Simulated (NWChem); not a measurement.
# CH10Si3 (SMILES C[SiH]([SiH3])[SiH3]): levels of theory compared

Wanted: a comparison of 3 runs (HF/6-31G, HF/def2-SVP, PBE0/def2-SVP) of CH10Si3. 

The results are computed with NWChem 7.3.0.

## Step 1: The system as given

The species is CH10Si3 (14 atoms), meant as a singlet with charge 0. As SMILES, `C[SiH]([SiH3])[SiH3]`. The coordinates come from a PBE0-D4/def2-TZVP relaxation.

Bond lengths: C1–Si2 1.883 Å, Si2–Si3 2.340 Å, Si2–Si4 2.340 Å, C1–H5 1.092 Å, C1–H6 1.092 Å, C1–H7 1.092 Å, Si2–H8 1.493 Å, Si3–H9 1.488 Å, Si3–H10 1.490 Å, Si3–H11 1.490 Å, Si4–H12 1.488 Å, Si4–H13 1.490 Å, Si4–H14 1.490 Å. Some angles: C1–Si2–Si3 111.2°, C1–Si2–Si4 111.1°, Si3–Si2–Si4 108.5°, C1–Si2–H8 109.9°, Si3–Si2–H8 108.0°, Si4–Si2–H8 108.1°, Si2–C1–H5 110.7°, Si2–C1–H6 110.7°, Si2–C1–H7 110.7°, Si2–Si3–H9 110.6°.

## Step 2: Energy and forces at HF/6-31G (run 1)

The input, nw.xyz:

```xyz
14

C     -0.621700     1.370500    -1.255200
Si    -0.466400     0.298200     0.284600
Si     1.654300     0.510300     1.251000
Si    -0.829600    -1.958200    -0.218200
H     -1.615900     1.271900    -1.696600
H     -0.458700     2.422700    -1.011800
H      0.115300     1.076100    -2.005600
H     -1.480300     0.715600     1.298300
H      1.754900    -0.322100     2.480600
H      1.946100     1.925500     1.613700
H      2.698600     0.055200     0.291300
H     -0.717500    -2.793000     1.008800
H      0.186700    -2.430400    -1.199600
H     -2.178900    -2.171400    -0.812600
```

The input, nw.nw:

```
start nw
memory 2200 mb

geometry noautosym nocenter noautoz
 load nw.xyz
end

basis spherical bse
 C library 6-31G
 Si library 6-31G
 H library 6-31G
end

scf
 singlet
 rhf
 thresh 1e-08
 maxiter 80
end

task scf gradient
```

Run with:

```bash
nwchem nw.nw > nw.out
```

Log:

```text
[...]
  functions       =    68
[...]
  wavefunction    = RHF
[...]
         Total SCF energy =   -910.288873924762
      One-electron energy =  -1797.898077466173
      Two-electron energy =    617.452508515926
 Nuclear repulsion energy =    270.156695025484
        Time for solution =     13.3s
[...]
                         RHF ENERGY GRADIENTS
    atom               coordinates                        gradient
                 x          y          z           x          y          z
   1 C      -1.174843   2.589869  -2.371984    0.001503  -0.010980   0.015909
   2 Si     -0.881368   0.563516   0.537816    0.003122   0.003590  -0.011344
   3 Si      3.126174   0.964327   2.364047   -0.005960  -0.002442  -0.003062
   4 Si     -1.567717  -3.700461  -0.412338    0.002741   0.006260   0.002112
   5 H      -3.053608   2.403542  -3.206109   -0.005532  -0.001668  -0.001430
   6 H      -0.866817   4.578239  -1.912025    0.001345   0.005148   0.002625
   7 H       0.217885   2.033534  -3.790034    0.004279  -0.002493  -0.003007
   8 H      -2.797361   1.352288   2.453431    0.001268  -0.000623  -0.001086
   9 H       3.316280  -0.608681   4.687654   -0.000326   0.001372  -0.001840
  10 H       3.677596   3.638667   3.049451   -0.000596  -0.001909  -0.000618
  11 H       5.099615   0.104313   0.550477   -0.001776   0.000860   0.001337
[...]
```

Wall time 17 s (1 thread of Intel Xeon Platinum 8488C (Sapphire Rapids), shared host); peak memory 0.096 GiB.

## Step 3: Energy and forces at HF/def2-SVP (run 2)

The input, input.nw:

```
start input
title "CH10Si3 gradient"
memory total 2200 mb
charge 0

geometry units angstroms noautosym nocenter noautoz
   C     -0.621700     1.370500    -1.255200
   Si    -0.466400     0.298200     0.284600
   Si     1.654300     0.510300     1.251000
   Si    -0.829600    -1.958200    -0.218200
   H     -1.615900     1.271900    -1.696600
   H     -0.458700     2.422700    -1.011800
   H      0.115300     1.076100    -2.005600
   H     -1.480300     0.715600     1.298300
   H      1.754900    -0.322100     2.480600
   H      1.946100     1.925500     1.613700
   H      2.698600     0.055200     0.291300
   H     -0.717500    -2.793000     1.008800
   H      0.186700    -2.430400    -1.199600
   H     -2.178900    -2.171400    -0.812600
end

basis "ao basis" spherical bse
   * library def2-SVP
end

scf
   thresh 1e-08
   maxiter 80
   print low
end

task scf gradient
```

Run with:

```bash
nwchem input.nw > input.out
```

Log:

```text
[...]
  functions       =   118
[...]
  wavefunction    = RHF
[...]
         Total SCF energy =   -910.181415067008
      One-electron energy =  -1798.099305934589
      Two-electron energy =    617.761195842098
 Nuclear repulsion energy =    270.156695025484
        Time for solution =     20.3s
[...]
                         RHF ENERGY GRADIENTS
    atom               coordinates                        gradient
                 x          y          z           x          y          z
   1 C      -1.174843   2.589869  -2.371984    0.000387  -0.002712   0.003906
   2 Si     -0.881368   0.563516   0.537816    0.005809  -0.002831  -0.005101
   3 Si      3.126174   0.964327   2.364047   -0.008569  -0.001931  -0.004014
   4 Si     -1.567717  -3.700461  -0.412338    0.002412   0.009039   0.002510
   5 H      -3.053608   2.403542  -3.206109   -0.000351  -0.000601   0.000356
   6 H      -0.866817   4.578239  -1.912025    0.000286   0.000010   0.000717
   7 H       0.217885   2.033534  -3.790034    0.000267  -0.000495   0.000412
   8 H      -2.797361   1.352288   2.453431   -0.000951   0.000343   0.001043
   9 H       3.316280  -0.608681   4.687654    0.000116  -0.000624   0.001103
  10 H       3.677596   3.638667   3.049451    0.000366   0.001411   0.000352
  11 H       5.099615   0.104313   0.550477    0.000796  -0.000252  -0.000804
[...]
```

Wall time 26 s (1 thread of Intel Xeon Platinum 8488C (Sapphire Rapids), shared host); peak memory 0.099 GiB.

## Step 4: Energy and gradient at PBE0/def2-SVP (run 3)

The input, ch10si3.nw:

```
start ch10si3
title "CH10Si3 PBE0"
memory stack 880 mb heap 220 mb global 1100 mb
charge 0

geometry noautosym nocenter noautoz
 C     -0.621700     1.370500    -1.255200
 Si    -0.466400     0.298200     0.284600
 Si     1.654300     0.510300     1.251000
 Si    -0.829600    -1.958200    -0.218200
 H     -1.615900     1.271900    -1.696600
 H     -0.458700     2.422700    -1.011800
 H      0.115300     1.076100    -2.005600
 H     -1.480300     0.715600     1.298300
 H      1.754900    -0.322100     2.480600
 H      1.946100     1.925500     1.613700
 H      2.698600     0.055200     0.291300
 H     -0.717500    -2.793000     1.008800
 H      0.186700    -2.430400    -1.199600
 H     -2.178900    -2.171400    -0.812600
end

basis spherical bse
 C library def2-SVP
 Si library def2-SVP
 H library def2-SVP
end

dft
 xc pbe0
 grid fine
 convergence energy 1e-08
 maxiter 100
 mulliken
end

task dft gradient
```

Run with:

```bash
nwchem ch10si3.nw > ch10si3.out
```

Log:

```text
[...]
          Wavefunction type:  closed shell.
          No. of atoms     :    14
          No. of electrons :    58
[...]
          Charge           :     0
          Spin multiplicity:     1
[...]
          AO basis - number of functions:   118
[...]
              XC Information
              --------------
                         PBE0 Method XC Functional
                     Hartree-Fock (Exact) Exchange  0.250
          PerdewBurkeErnzerhof Exchange Functional  0.750
            Perdew 1991 LDA Correlation Functional  1.000 local
           PerdewBurkeErnz. Correlation Functional  1.000 non-local
[...]
 d= 0,ls=0.0,diis     1   -911.8340387761 -1.18D+03  4.76D-03  2.33D-01     4.7
[...]
 d= 0,ls=0.0,diis     8   -911.8666215936 -9.24D-10  7.56D-07  5.15D-09    34.2
         Total DFT energy =     -911.866621593647
      One electron energy =    -1798.838364709081
           Coulomb energy =      688.249955319168
    Exchange-Corr. energy =      -71.434907229218
 Nuclear repulsion energy =      270.156695025484
[...]
  wavefunction    = closed shell
                         DFT ENERGY GRADIENTS
    atom               coordinates                        gradient
                 x          y          z           x          y          z
   1 C      -1.174843   2.589869  -2.371984   -0.000482   0.001664  -0.001972
   2 Si     -0.881368   0.563516   0.537816   -0.000168   0.000555  -0.000677
   3 Si      3.126174   0.964327   2.364047    0.000509  -0.000102   0.000154
   4 Si     -1.567717  -3.700461  -0.412338    0.000060  -0.000498  -0.000088
   5 H      -3.053608   2.403542  -3.206109    0.005267   0.000474   0.002297
   6 H      -0.866817   4.578239  -1.912025   -0.000797  -0.005578  -0.001305
   7 H       0.217885   2.033534  -3.790034   -0.003835   0.001482   0.004015
   8 H      -2.797361   1.352288   2.453431    0.001669  -0.000573  -0.001851
   9 H       3.316280  -0.608681   4.687654   -0.000164   0.001617  -0.002348
  10 H       3.677596   3.638667   3.049451   -0.000392  -0.002634  -0.000637
  11 H       5.099615   0.104313   0.550477   -0.001980   0.000913   0.001873
[...]
```

Wall time 42 s (1 thread of Intel Xeon Platinum 8488C (Sapphire Rapids), shared host); peak memory 0.13 GiB.

## Step 5: The series

```csv
run,level,iteration cap,module,energy (Eh),dipole moment (D),HOMO energy (eV),LUMO energy (eV),wall time
1,HF/6-31G,80,scf,-910.288874,0.93,-10.13,3.26,17 s
2,HF/def2-SVP,80,scf,-910.181415,–,–,–,26 s
3,PBE0/def2-SVP,100,dft,-911.866622,1.01,-7.77,-0.02,42 s
```

## Step 6: What came out

| quantity | value |
| --- | --- |
| run 3: total energy | -911.86662 Eh |
| run 3: dipole moment | 1.01 D |
| run 3: HOMO energy | -7.77 eV |
| run 3: LUMO energy | -0.02 eV |
| run 3: HOMO–LUMO gap | 7.75 eV |
| run 3: largest force on an atom | 0.297 eV/Å |

All runs together took 84 s, the longest 42 s.
